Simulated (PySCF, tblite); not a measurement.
# C₅H₉OSi radical: geometry, infrared bands and EPR parameters

What infrared bands and EPR parameters should C₅H₉OSi radical (`OC[C@@H]1C=CC[SiH]1`) show?

The runs use tblite 0.8.0 and PySCF 2.14.0, with density-fitted response routines of our own; the level of theory stands in each step. All values are computed, except where a source is named. Atoms are numbered from 0 throughout.

### Step 1. The starting structure

16 atoms, charge 0, multiplicity 2; geometry from: force field or distance geometry start.

Bonds of the start (Å): O0–C1 1.40, C1–C2 1.51, C2–C3 1.46, C3–C4 1.28, C4–C5 1.47, C5–Si6 1.90, Si6–C2 1.86, O0–H7 0.98, C1–H8 1.14, C1–H9 1.11, C2–H10 1.12, C3–H11 1.14, C4–H12 1.12, C5–H13 1.11, C5–H14 1.11, Si6–H15 1.49.

### Step 2. Relaxing the molecule with GFN2-xTB

Job settings and geometry (Å):

```
{"job": {"kind": "relax", "xc": "GFN2-xTB", "basis": "xTB"}, "charge": 0, "multiplicity": 2}
O     -2.608200    -0.976400    -0.235100
C     -1.869900    -0.026400     0.474700
C     -0.604000     0.377100    -0.251900
C      0.293100    -0.736000    -0.536200
C      1.559100    -0.583400    -0.429700
C      2.067600     0.742600    -0.059700
Si     0.521700     1.429500     0.797000
H     -2.199100    -1.182600    -1.096000
H     -1.617800    -0.542400     1.460400
H     -2.544600     0.843300     0.649100
H     -0.848200     0.990000    -1.154000
H     -0.155800    -1.746000    -0.814100
H      2.281600    -1.416200    -0.628400
H      2.921100     0.709600     0.650100
H      2.275700     1.323200    -0.983500
H      0.520300     0.803100     2.146000
```

On the command line:

```bash
> OMP_NUM_THREADS=1 python probes_run.py task.json out
```

This one command runs all jobs of the session in turn.

**Question.** This job is followed by: GFN2-xTB harmonic vibrations, gas phase; UKS B3LYP, pcH-1 on C H O Si, non-relativistic, mean-field spin-orbit, GIAO. What will the session give for the following? strongest single infrared mode (GFN2-xTB); zero-point energy (GFN2-xTB); g(iso) (B3LYP); ⟨S²⟩; largest a(iso); potential on the surface of density 0.002 e/bohr³, 1st and 99th percentile.

The runs gave:

```
                                                                  quantity                    value
                                 strongest single infrared mode (GFN2-xTB)    2206 cm⁻¹, 345 km/mol
                                              zero-point energy (GFN2-xTB)            78.9 kcal/mol
                                                            g(iso) (B3LYP)                  2.00353
                                                                      ⟨S²⟩       0.751 (exact 0.75)
                                                            largest a(iso)  29Si on Si6, -487.0 MHz
potential on the surface of density 0.002 e/bohr³, 1st and 99th percentile       -1.64 V and 1.91 V
```

What this shows: The optimisation took 126 steps and gained 0.600 eV; among the close pairs (by a distance rule), C3–H11 changed most, from 1.140 to 1.083 Å. No mode is imaginary among the 42: a minimum at this level. The strongest single mode, at 2206 cm⁻¹, moves mainly H15. Unscaled tight-binding wavenumbers are off by several per cent, some by more. Its intensities can rank the bands wrongly. Most of the unpaired spin sits on Si6 (0.94 e). The isotropic g lies 1.2 ppt above the free-electron value. The conformer search found further structures of the same energy, which may be mirror or relabelled copies of this one.
